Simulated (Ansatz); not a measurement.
# triplet [SiCl3]+: levels of theory compared

Wanted: a comparison of 6 runs (U-r2SCAN0/aug-cc-pVDZ, UB3LYP/aug-cc-pVDZ, UPBE/aug-cc-pVDZ, USVWN5/aug-cc-pVDZ, RPA@PBE/aug-cc-pVDZ, UBCCD(T)/aug-cc-pVDZ) of triplet [SiCl3]+. 

Program for the calculation: Ansatz 0.2.0.

1 further run of the same task is left out (it didn't finish).

## (1) The system as given

[SiCl3]+: 4 atoms, total charge +1, spin state triplet. SMILES of the parent species: `Cl[Si+](Cl)Cl`. The coordinates come from a PBE0-D4/def2-TZVP relaxation. That shape belongs to the parent species and isn't relaxed for this state.

Bond lengths: Cl1–Si2 1.947 Å, Si2–Cl3 1.947 Å, Si2–Cl4 1.947 Å. Angles: Cl1–Si2–Cl3 120.0°, Cl1–Si2–Cl4 120.0°, Cl3–Si2–Cl4 120.0°.

## (2) A single-point energy at U-r2SCAN0/aug-cc-pVDZ (run 1)

The input, molecule.yaml:

```yaml
crystal:
  periodic: [false, false, false]
  atoms:
    - {symbol: Cl, position_ang: [-1.556000, -0.622300, 0.990900]}
    - {symbol: Si, position_ang: [-0.000000, -0.000100, -0.000100]}
    - {symbol: Cl, position_ang: [1.772000, -0.669600, 0.449500]}
    - {symbol: Cl, position_ang: [-0.216000, 1.292000, -1.440300]}
basis:
  gaussian:
    orbitals: aug-cc-pVDZ
total_charge: 1
magnetization:
  spin_polarized: true
  initial_magnetization: 2
hamiltonian:
  xc: {name: r2SCAN0}
accuracy: high
output:
  orbitals: {seedname: orbitals}
```

On the command line:

```bash
ansatz run molecule.yaml --threads 1 --pin off --max-ram 3480MiB --events-out events.jsonl --progress --plain --runs-dir runs
```

The program printed:

```text
Warning: RAYON_NUM_THREADS=1 ignored (pool sized by the plan → 1); use --threads N
Functional definition: r2SCAN0
  name "r2SCAN0"
  parameter a = 0.25
  parameter k0 = 0.174
  parameter k1 = 0.065
  parameter a1 = 4.9479
  exchange = (1 - a)*r2scan_x(k0 = k0, k1 = k1, a1 = a1) + a*exact_x
  correlation = r2scan_c
2143 factors; integrals over basis functions are off by at most 3.2e-9 eV
mean field evaluation 1: about -45429.9298 eV, gradient 1.4e1 eV
mean field evaluation 2: about -45430.6847 eV, gradient 8.7e0 eV
mean field evaluation 4: about -45431.0699 eV, gradient 7.1e-1 eV
mean field evaluation 8: about -45431.2338 eV, gradient 1.3e-1 eV
mean field evaluation 16: about -45431.0558 eV, gradient 9.2e0 eV
mean field evaluation 32: about -45431.4165 eV, gradient 4.3e0 eV
mean field -45431.78125442 eV, -1669.5871663324 hartree, gradient 3.5e-8 eV, S^2 2.014921; 6 other end points of the search recorded, 0 dependent functions left out
reference -45431.78126069 eV, -1669.5871665631 hartree; 33, 31 occupied and 75, 77 virtual orbitals, 2143 factors
Total energy: -45431.78126069 eV, -1669.5871665631 hartree
```

Wall time 84 s (1 thread of Arm Neoverse V2, shared host); peak memory 0.77 GiB.

## (3) The energy at UB3LYP/aug-cc-pVDZ (run 2)

The input, run.yaml:

```yaml
crystal:
  periodic: [false, false, false]
  atoms:
    - {symbol: Cl, position_ang: [-1.556000, -0.622300, 0.990900]}
    - {symbol: Si, position_ang: [-0.000000, -0.000100, -0.000100]}
    - {symbol: Cl, position_ang: [1.772000, -0.669600, 0.449500]}
    - {symbol: Cl, position_ang: [-0.216000, 1.292000, -1.440300]}
basis:
  gaussian: {orbitals: aug-cc-pVDZ}
output: {orbitals: {seedname: orbitals}}
total_charge: 1
magnetization: {spin_polarized: true, initial_magnetization: 2}
hamiltonian: {xc: {name: B3LYP}}
accuracy: high
```

On the command line:

```bash
ansatz run run.yaml --threads 1 --pin off --max-ram 3480MiB --events-out events.jsonl --progress --plain --runs-dir runs
```

The program printed:

```text
Warning: RAYON_NUM_THREADS=1 ignored (pool sized by the plan → 1); use --threads N
Functional definition: B3LYP
  name "B3LYP"
  parameter a0 = 0.2
  parameter ax = 0.72
  parameter ac = 0.81
  exchange = (1 - a0 - ax)*slater_x + ax*b88_x + a0*exact_x
  correlation = (1 - ac)*vwn_rpa_c + ac*lyp_c
2143 factors; integrals over basis functions are off by at most 3.2e-9 eV
mean field evaluation 1: about -45434.7580 eV, gradient 1.7e1 eV
mean field evaluation 2: about -45435.5162 eV, gradient 1.3e1 eV
mean field evaluation 4: about -45436.3691 eV, gradient 6.8e-1 eV
mean field evaluation 8: about -45436.4984 eV, gradient 2.8e-2 eV
mean field evaluation 16: about -45436.4984 eV, gradient 4.3e-3 eV
mean field evaluation 32: about -45436.8665 eV, gradient 1.2e-4 eV
mean field -45436.86652426 eV, -1669.7740465524 hartree, gradient 2.0e-8 eV, S^2 2.007293; 6 other end points of the search recorded, 0 dependent functions left out
reference -45436.86656784 eV, -1669.7740481537 hartree; 33, 31 occupied and 75, 77 virtual orbitals, 2143 factors
Total energy: -45436.86656784 eV, -1669.7740481537 hartree
```

Wall time 2.1 min (1 thread of Arm Neoverse V2, shared host); peak memory 0.64 GiB.

Runs 3 to 4 aren't shown in full; the table further down has their settings and results.

## (4) A single-point energy at RPA@PBE/aug-cc-pVDZ (run 5)

The input, job.yaml:

```yaml
crystal:
  periodic: [false, false, false]
  atoms:
    - {symbol: Cl, position_ang: [-1.556000, -0.622300, 0.990900]}
    - {symbol: Si, position_ang: [-0.000000, -0.000100, -0.000100]}
    - {symbol: Cl, position_ang: [1.772000, -0.669600, 0.449500]}
    - {symbol: Cl, position_ang: [-0.216000, 1.292000, -1.440300]}
basis:
  gaussian:
    orbitals: aug-cc-pVDZ
total_charge: 1
magnetization:
  spin_polarized: true
  initial_magnetization: 2
hamiltonian:
  xc: {name: PBE}
correlation:
  method: rpa
  frozen_orbitals: {Cl: 5, Si: 5}
accuracy: high
```

On the command line:

```bash
ansatz run job.yaml --threads 1 --pin off --max-ram 3480MiB --events-out events.jsonl --progress --plain --runs-dir runs
```

The program printed:

```text
Warning: RAYON_NUM_THREADS=1 ignored (pool sized by the plan → 1); use --threads N
Functional definition: PBE
  name "PBE"
  parameter kappa = 0.804
  parameter beta = 0.06672455060314922
  exchange = pbe_x(kappa = kappa, mu = beta*pi^2/3)
  correlation = pbe_c(beta = beta)
2143 factors; integrals over basis functions are off by at most 3.2e-9 eV
mean field evaluation 1: about -45413.7108 eV, gradient 2.1e1 eV
mean field evaluation 2: about -45413.7078 eV, gradient 2.1e1 eV
mean field evaluation 4: about -45416.3819 eV, gradient 4.6e0 eV
mean field evaluation 8: about -45416.5082 eV, gradient 2.7e-1 eV
mean field evaluation 16: about -45416.5078 eV, gradient 5.3e-4 eV
mean field evaluation 32: about -45414.7940 eV, gradient 9.3e0 eV
mean field evaluation 64: about -45416.0789 eV, gradient 2.4e-2 eV
mean field evaluation 96: about -45410.9222 eV, gradient 2.1e1 eV
mean field -45416.50777341 eV, -1669.0258762581 hartree, gradient 8.1e-8 eV, S^2 2.003889; 10 other end points of the search recorded, 0 dependent functions left out
20 core orbitals not correlated: weight in the atoms' cores, before any rotation towards them, 1.000 or more for the frozen orbitals, at most 0.000 for the correlated occupied ones
reference -45361.45670087 eV, -1667.0027866574 hartree; 13, 11 occupied and 75, 77 virtual orbitals, 2143 factors
Total energy: -45384.93631494 eV, -1667.8656465591 hartree
```

It took 73 s on 1 thread of Arm Neoverse V2, shared host; peak memory 0.5 GiB.

## (5) The energy at UBCCD(T)/aug-cc-pVDZ (run 6)

The input, in.yaml:

```yaml
basis:
  gaussian: {orbitals: aug-cc-pVDZ}
crystal:
  periodic: [false, false, false]
  atoms:
    - {symbol: Cl, position_ang: [-1.556000, -0.622300, 0.990900]}
    - {symbol: Si, position_ang: [-0.000000, -0.000100, -0.000100]}
    - {symbol: Cl, position_ang: [1.772000, -0.669600, 0.449500]}
    - {symbol: Cl, position_ang: [-0.216000, 1.292000, -1.440300]}
total_charge: 1
magnetization: {spin_polarized: true, initial_magnetization: 2}
correlation: {method: bccd_t, frozen_orbitals: {Cl: 5, Si: 5}}
accuracy: high
scf: {omitted_lower_state_checks: [cluster_reference, increment]}
```

On the command line:

```bash
ansatz run in.yaml --threads 1 --pin off --max-ram 3480MiB --events-out events.jsonl --progress --plain --runs-dir runs
```

The program printed:

```text
Warning: RAYON_NUM_THREADS=1 ignored (pool sized by the plan → 1); use --threads N
[... 20 lines left out ...]
20 core orbitals not correlated: weight in the atoms' cores, before any rotation towards them, 1.000 or more for the frozen orbitals, at most 0.000 for the correlated occupied ones
[... 79 lines left out ...]
Total energy: -45378.23778068 eV, -1667.6194799655 hartree
Checks for a lower state left out: cluster_reference, increment
```

Wall time 7 min (1 thread of Arm Neoverse V2, shared host); peak memory 1.8 GiB.

## (6) All runs side by side

```csv
run,level,frozen core orbitals,energy (Eh),HOMO energy (eV),⟨S²⟩,wall time
1,U-r2SCAN0/aug-cc-pVDZ,–,-1669.587167,-10.41,2.015,84 s
2,UB3LYP/aug-cc-pVDZ,–,-1669.774048,-9.92,2.007,2.1 min
3,UPBE/aug-cc-pVDZ,–,-1669.025877,-9.20,2.004,43 s
4,USVWN5/aug-cc-pVDZ,–,-1664.139282,-9.19,2.002,22 s
5,RPA@PBE/aug-cc-pVDZ,20,-1667.865647,–,2.004,73 s
6,UBCCD(T)/aug-cc-pVDZ,20,-1667.619480,–,2.015,7 min
```

## (7) What came out

| quantity | value |
| --- | --- |
| run 6: total energy | -1667.61948 Eh |
| run 6: correlation energy (20 core orbitals frozen) | -560.8 mEh |
| run 6: (T) correction | -24.81 mEh |
| run 6: ⟨S²⟩ of the reference determinant | 2.015 |

What this shows: Totals of different functionals can't be ranked against each other. All runs together took 13 min, the longest 7 min.
